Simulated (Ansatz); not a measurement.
# Zr (sc type): the cost of one run

Method: DFT PBEsol, with the methods named in each step, in Ansatz 0.2.0.

This is Zr in the simple cubic structure; at room conditions it is hcp.

### 1 Starting point

It takes space group Pm-3m (No. 221, cubic). Conventional cell: a = 2.872 Å, b = 2.872 Å, c = 2.872 Å, α = 90.00°, β = 90.00°, γ = 90.00°. Zr (site symmetry m-3m) has 6 Zr at 2.87 Å in its first shell of neighbours.

Structure file:

```cif
data_structure
_symmetry_space_group_name_H-M 'P 1'
_symmetry_Int_Tables_number 1
_cell_length_a 2.8724
_cell_length_b 2.8724
_cell_length_c 2.8724
_cell_angle_alpha 90.000
_cell_angle_beta 90.000
_cell_angle_gamma 90.000
_cell_volume 23.70
loop_
_atom_site_label
_atom_site_type_symbol
_atom_site_fract_x
_atom_site_fract_y
_atom_site_fract_z
_atom_site_occupancy
Zr1 Zr 0.00000 0.00000 0.00000 1
```

Whether this phase is the stable one at these pressures isn't tested.

### 2 The reference volume, LAPW

Input file input.yaml:

```yaml
crystal:
  lattice:
    - [2.8724084066, 0.0, 0.0]
    - [0.0, 2.8724084066, 0.0]
    - [0.0, 0.0, 2.8724084066]
  atoms:
    - { symbol: Zr, position: [0.0, 0.0, 0.0] }
kpoints:
  mp_grid: { grid: [13, 13, 13] }
  band_path:
    path:
      - [0.0, 0.0, 0.0]
      - [0.0, 0.5, 0.0]
      - [0.5, 0.5, 0.0]
      - [0.0, 0.0, 0.0]
      - [0.5, 0.5, 0.5]
      - [0.0, 0.5, 0.0]
      - [0.5, 0.5, 0.5]
      - [0.5, 0.5, 0.0]
    npoints: 14
scf:
  occupations: { method: fermi_dirac, width: 0.1 }
hamiltonian:
  xc: pbesol
  pseudopotentials: { kind: all_electron, lapw: { basis_error: 0.001 } }
output:
  forces: true
  stress: true
  eigenvalues: true
  populations: true
  dos: { projected: true, de: 0.2, e_range: [-14, 8] }
```

Run with:

```
> ansatz run input.yaml --threads 1 --pin off --max-ram 2048MiB --backend cpu --events-out ev --progress --plain --runs-dir out
```

**Question.** How long does this run take on 1 thread of Arm Neoverse V1, shared host, and how much memory does it need?

About 10 s, with a peak of 0.26 GiB.
